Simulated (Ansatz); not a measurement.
# C₂H₈AlB: small, medium and large basis sets

An exercise on one series of results from a longer session: the logs are not shown, and one member is left open.

The runs use Ansatz 0.2.0, Gaussian basis; one geometry, several basis sets.

The runs, in order: PBE0-D4/def2-SVP; ωB97M-V/def2-SVP; PBE0-D4/def2-QZVPP; ωB97M-V/def2-QZVPP; the functionals' def2-TZVPP values are taken from earlier runs.

## The relaxed structure

An earlier PBE0-D4 in a triple-zeta def2 set relaxation fixed the geometry.

SMILES `CC[BH][AlH2]`, 12 atoms, charge 0, spin multiplicity 1.

Atoms are counted from 1 here; the program's logs count them from 0.

Bond lengths: C1–C2 1.523 Å, C1–H5 1.095 Å, C1–H6 1.093 Å, C1–H7 1.094 Å, C2–B3 1.558 Å, C2–H8 1.105 Å, C2–H9 1.100 Å, B3–Al4 2.131 Å, B3–H10 1.207 Å, Al4–H11 1.597 Å, Al4–H12 1.597 Å. Angles: C2–C1–H5 111.0°, C2–C1–H6 112.6°, C2–C1–H7 111.0°, H5–C1–H6 107.2°, H5–C1–H7 107.5°, H6–C1–H7 107.3°, C1–C2–B3 118.8°, C1–C2–H8 110.4°, C1–C2–H9 111.2°, B3–C2–H8 103.4°, B3–C2–H9 109.0°, H8–C2–H9 102.5°, C2–B3–Al4 125.8°, C2–B3–H10 115.1°, Al4–B3–H10 119.1°, B3–Al4–H11 121.7°, B3–Al4–H12 121.5°, H11–Al4–H12 116.7°.

The first run:

The input, in.yaml:

```yaml
crystal:
  periodic: [false, false, false]
  atoms:
    - {symbol: C, position_ang: [-0.617044, 1.363287, -0.364938]}
    - {symbol: C, position_ang: [0.019968, 0.750962, 0.875019]}
    - {symbol: B, position_ang: [0.608855, -0.689123, 0.784640]}
    - {symbol: Al, position_ang: [0.432920, -2.004178, -0.882427]}
    - {symbol: H, position_ang: [-1.424137, 0.729499, -0.745906]}
    - {symbol: H, position_ang: [-1.044559, 2.350937, -0.173249]}
    - {symbol: H, position_ang: [0.117239, 1.477736, -1.167436]}
    - {symbol: H, position_ang: [-0.720742, 0.674587, 1.691831]}
    - {symbol: H, position_ang: [0.778738, 1.421309, 1.303867]}
    - {symbol: H, position_ang: [1.183021, -1.070163, 1.775232]}
    - {symbol: H, position_ang: [-0.814180, -2.987256, -1.048214]}
    - {symbol: H, position_ang: [1.556920, -2.072899, -2.014221]}
basis:
  gaussian: {orbitals: def2-SVP}
hamiltonian: {xc: pbe0, dispersion: d4}
output: {orbitals: {seedname: orbitals}}
```

Started as:

```bash
$ ansatz run in.yaml --threads 2 --pin off --events-out ev --progress --plain --max-ram 4352MiB
```

Steps of the session up to this table: PBE0-D4 in def2-SVP; ωB97M-V in def2-SVP; PBE0-D4 in def2-QZVPP; ωB97M-V in def2-QZVPP.

One table of the session follows, with a row left open; its other results are not shown here.

It belongs to the step «Functionals by basis». 

```
functional       basis  HOMO (eV)  LUMO (eV)
   PBE0-D4    def2-SVP      -6.99      -1.70
   PBE0-D4  def2-TZVPP      -7.01      -1.75
   PBE0-D4  def2-QZVPP      -7.01      -1.76
   ωB97M-V    def2-SVP          ?          ?
   ωB97M-V  def2-TZVPP      -9.13       0.15
   ωB97M-V  def2-QZVPP      -9.13       0.01
```

**Question.** Estimate the row for ωB97M-V, def2-SVP.

The run gave: HOMO (eV): -9.09; LUMO (eV): 0.28. In the column «HOMO (eV)» it lies between ωB97M-V, def2-QZVPP (-9.13) and PBE0-D4, def2-TZVPP (-7.01).
